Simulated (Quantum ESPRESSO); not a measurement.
Write the native input for Quantum ESPRESSO 7.5 that does the following.

```
Task                : single point
Functional          : PBE
Potentials or basis : SSSP 1.3 efficiency PBE
Cutoff              : 816 eV
Density cutoff      : 5987 eV
k mesh              : 7 × 7 × 5
Occupations         : fermi-dirac, width 0.05 eV
Spin                : no spin polarisation
Mixing beta         : 0.5
Most SCF iterations : 120
SCF threshold       : 8e-10 Ry
```

The system is NaTi2Pd.

```
Na Ti Pd
1.0
     3.70717    0.00000    0.00000
     0.00000    3.70717    0.00000
     0.00000    0.00000    5.19109
Na Ti Pd
1 2 1
Direct
  0.00000 0.00000 0.00000
  0.00000 0.50000 0.22494
  0.50000 0.00000 0.77506
  0.50000 0.50000 0.50000
```

The cell was built by a generator and needn't be a form met in nature.

One way to write it, as run:

pw.in

```
&CONTROL
  calculation = 'scf'
  prefix = 'pwscf'
  outdir = './tmp'
  pseudo_dir = './pseudo'
  tprnfor = .true.
  tstress = .true.
  disk_io = 'low'
/
&SYSTEM
  ibrav = 0
  nat = 4
  ntyp = 3
  ecutwfc = 60
  ecutrho = 440
  nbnd = 35
  occupations = 'smearing'
  smearing = 'fd'
  degauss = 0.00367493
/
&ELECTRONS
  conv_thr = 8d-10
  electron_maxstep = 120
  mixing_beta = 0.5
/
ATOMIC_SPECIES
Na    22.9898 na_pbe_v1.5.uspp.F.UPF
Ti    47.8670 ti_pbe_v1.4.uspp.F.UPF
Pd   106.4200 Pd_ONCV_PBE-1.0.oncvpsp.upf
CELL_PARAMETERS angstrom
   3.7071715800    0.0000000000    0.0000000000
   0.0000000000    3.7071715800    0.0000000000
   0.0000000000    0.0000000000    5.1910933400
ATOMIC_POSITIONS crystal
Na     0.0000000000    0.0000000000    0.0000000000
Ti     0.0000000000    0.5000000000    0.2249435300
Ti     0.5000000000    0.0000000000    0.7750564700
Pd     0.5000000000    0.5000000000    0.5000000000
K_POINTS automatic
7 7 5 0 0 0
```

pp_density.in

```
&INPUTPP
  prefix = 'pwscf'
  outdir = './tmp'
  filplot = 'density.dat'
  plot_num = 0
/
&PLOT
  nfile = 1
  filepp(1) = 'density.dat'
  iflag = 3
  output_format = 6
  fileout = 'density.cube'
/
```

pp_potential.in

```
&INPUTPP
  prefix = 'pwscf'
  outdir = './tmp'
  filplot = 'potential.dat'
  plot_num = 11
/
&PLOT
  nfile = 1
  filepp(1) = 'potential.dat'
  iflag = 3
  output_format = 6
  fileout = 'potential.cube'
/
```

Potentials or basis: SSSP 1.3 efficiency PBE.

Command:

```console
$ OMP_NUM_THREADS=1 pw.x -in pw.in > pw.out
$ OMP_NUM_THREADS=1 pp.x -in pp_density.in > pp_density.out
$ OMP_NUM_THREADS=1 pp.x -in pp_potential.in > pp_potential.out
```

It gave:

```
Pressure               : 27.8 GPa
Largest force          : 1.994 eV/Å
Band gap on the k mesh : none (metal or under the smearing width)
```

Caveat: so large a pressure means that the cell lies far from this level's equilibrium, or that cutoff or potentials fall short; forces of over 1 eV/Å show positions far from the minimum, so gaps and moduli don't describe the material at rest.

Wall time 78 s on 1 thread of Intel(R) Xeon(R) Platinum 8488C (Sapphire Rapids), with other jobs on the host, peak memory 0.36 GiB.
